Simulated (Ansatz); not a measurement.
# Os2Ru: the cost of one run

Computed with Ansatz 0.2.0 (DFT PBE, scalar-relativistic, plane waves, PAW, unless a step's input says otherwise).

**1. The structure to begin with**

It takes space group I4_1/amd (No. 141, tetragonal). Conventional cell: a = 4.038 Å, b = 4.038 Å, c = 10.149 Å, α = 90.00°, β = 90.00°, γ = 90.00°. Around Ru (site symmetry -4m2) lie 6 Os at 2.07 to 2.10 Å. Around Os (site symmetry 2mm) lie 3 Ru at 2.07 to 2.10 Å.

Structure file:

```
CELL_PARAMETERS angstrom
-2.01886 2.01886 5.07461
2.01886 -2.01886 5.07461
2.01886 2.01886 -5.07461
ATOMIC_POSITIONS crystal
Ru 0.00000 0.00000 0.00000
Ru 0.75000 0.25000 0.50000
Os 0.20660 0.20660 0.00000
Os 0.95660 0.45660 0.50000
Os 0.54340 0.04340 0.50000
Os 0.79340 0.79340 0.00000
```

(A quick probe on a coarse mesh, which set the mesh and smearing, is not shown.)

**3. Rough relaxation on the coarse mesh**

Contents of input.yaml:

```yaml
crystal:
  lattice:
    - [-2.0188558653, 2.0188558653, 5.0746089043]
    - [2.0188558653, -2.0188558653, 5.0746089043]
    - [2.0188558653, 2.0188558653, -5.0746089043]
  atoms:
    - { symbol: Ru, position: [0.0, 0.0, 0.0] }
    - { symbol: Ru, position: [0.75, 0.25, 0.5] }
    - { symbol: Os, position: [0.2066, 0.2066, 0.0] }
    - { symbol: Os, position: [0.9566, 0.4566, 0.5] }
    - { symbol: Os, position: [0.5434, 0.0434, 0.5] }
    - { symbol: Os, position: [0.7934, 0.7934, 0.0] }
basis:
  ecutwfc: 420
kpoints:
  mp_grid: { grid: [6, 6, 6] }
hamiltonian:
  xc: pbe
scf:
  occupations: { method: gaussian, width: 0.1 }
  lower_state_search: "off"
output:
  forces: true
  stress: true
  eigenvalues: true
relax:
  adjacent_minimum: "off"
  f_tol: 0.04
  max_steps: 70
  cell: { stress_tol: 0.4 }
```

Command:

```sh
$ ansatz run input.yaml --threads 1 --pin off --max-ram 2560MiB --backend cpu --events-out ev --progress --plain --runs-dir out
```

**Question.** How long does this run take on 1 thread of Intel Xeon Platinum 8488C (Sapphire Rapids), shared host, and how much memory does it need?

About 3 min, with a peak of 0.5 GiB.
